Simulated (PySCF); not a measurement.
# bromopentafluoroethane (C₂BrF₅): geometry, NMR shifts, spin-spin couplings and electronic excitations

Aim: predict the NMR shifts, spin-spin couplings and electronic excitations of bromopentafluoroethane (C₂BrF₅) (`FC(F)(F)C(F)(F)Br`).

Computed with PySCF 2.14.0, with density-fitted response routines of our own, on a single molecule in the gas phase. Atoms are numbered from 0 throughout.

### 1 Starting geometry

8 atoms, charge 0, multiplicity 1; geometry from: GFN2-xTB.

Bonds of the start (Å): F0–C1 1.33, C1–F2 1.33, C1–F3 1.33, C1–C4 1.55, C4–F5 1.33, C4–F6 1.33, C4–Br7 1.94.

### 2 Geometry optimisation at PBE0-D3(BJ)/def2-SVP

The job: settings as JSON, then the geometry in Å.

```
{"job": {"xc": "PBE0", "basis": "def2-SVP", "d3": "d3bj", "grid": 1, "kind": "geom"}, "charge": 0, "multiplicity": 1}
F     -1.609267    -0.310329    -0.801735
C     -0.769370    -0.041716     0.192254
F     -1.121037     1.120970     0.730045
F     -0.904952    -0.986078     1.116638
C      0.691063     0.014423    -0.314706
F      0.814715     0.954602    -1.250842
F      1.031028    -1.152623    -0.860703
Br     1.876877     0.410163     1.164484
```

**Question.** This job is followed by: GIAO PBE0/pcSseg-1 NMR shielding, non-relativistic, gas phase; B3LYP/pcJ-1 Br:pcSseg-1 indirect spin-spin coupling, non-relativistic, gas phase; TDDFT CAM-B3LYP/def2-SVPD, vertical, gas phase, core orbitals frozen in the response; GIAO HF/pcSseg-2 NMR shielding, non-relativistic, gas phase. Predict these results of the whole session: point group; rotational constants (main isotopes); 13C shifts against TMS (PBE0/pcSseg-1); 19F shifts against CFCl3 (PBE0/pcSseg-1, means over atoms taken as alike); 79Br shifts against HBr (PBE0/pcSseg-1); largest coupling of the table (B3LYP/pcSseg-1+pcJ-1); lowest singlet (CAM-B3LYP/def2-SVPD); brightest single state of those computed; lowest triplet; vertical ionisation energy (ΔSCF); vertical electron affinity (ΔSCF); range of the shift of Br7.

As calculated:

```
                                                                 quantity                                             value
                                                              point group                                                Cs
                                     rotational constants (main isotopes)                              2.24, 1.05, 0.95 GHz
                                   13C shifts against TMS (PBE0/pcSseg-1)                                  132.9, 122.8 ppm
19F shifts against CFCl3 (PBE0/pcSseg-1, means over atoms taken as alike)                                  -76.7, -97.5 ppm
                                  79Br shifts against HBr (PBE0/pcSseg-1)                                           759 ppm
                     largest coupling of the table (B3LYP/pcSseg-1+pcJ-1)                          1J(C,F) C4–F5, -386.6 Hz
                                     lowest singlet (CAM-B3LYP/def2-SVPD)                       6.24 eV (199 nm), f = 0.000
                                 brightest single state of those computed                       state 3, 8.75 eV, f = 0.175
                                                           lowest triplet                                           5.47 eV
                                        vertical ionisation energy (ΔSCF)                                          12.03 eV
                                        vertical electron affinity (ΔSCF)  -0.53 eV (unbound: the value hangs on the basis)
                                                range of the shift of Br7                                    617 to 759 ppm
```

What this shows: The optimisation took 8 steps and gained 0.025 eV; among the close pairs (by a distance rule), C1–F2 changed most, from 1.328 to 1.321 Å. C4 stands next to heavy halogen, whose spin-orbit shielding this run leaves out, so the computed shift lies too far downfield, most of all for carbon beside Br or I. At PBE0/pcSseg-1: Shielding is most anisotropic at Br7 (span 1854 ppm, paramagnetic term -1296 ppm). In the run at B3LYP/pcSseg-1+pcJ-1, the largest coupling of the table is C4–F5 (mean over like pairs), -386.6 Hz, of which the Fermi-contact term gives -356.4 Hz. Density functionals describe couplings to fluorine poorly, F–F couplings above all, so those rows are rough. The lowest singlet, at 6.24 eV, is HOMO→LUMO 0.96 and is dark; of the 10 states computed, the strongest absorption comes from state 3 at 8.75 eV. The lowest triplet lies 0.77 eV below the lowest singlet (triplets in Tamm-Dancoff, singlets in full TDDFT). ΔSCF puts the ionisation energy at 12.03 eV, 1.30 eV above −ε(HOMO). Across the 2 runs the shift of Br7 moves most, between 617 (HF/pcSseg-2) and 759 ppm (PBE0/pcSseg-1). Spin-orbit coupling is left out, which matters for shieldings and couplings at and beside the heavy atoms.
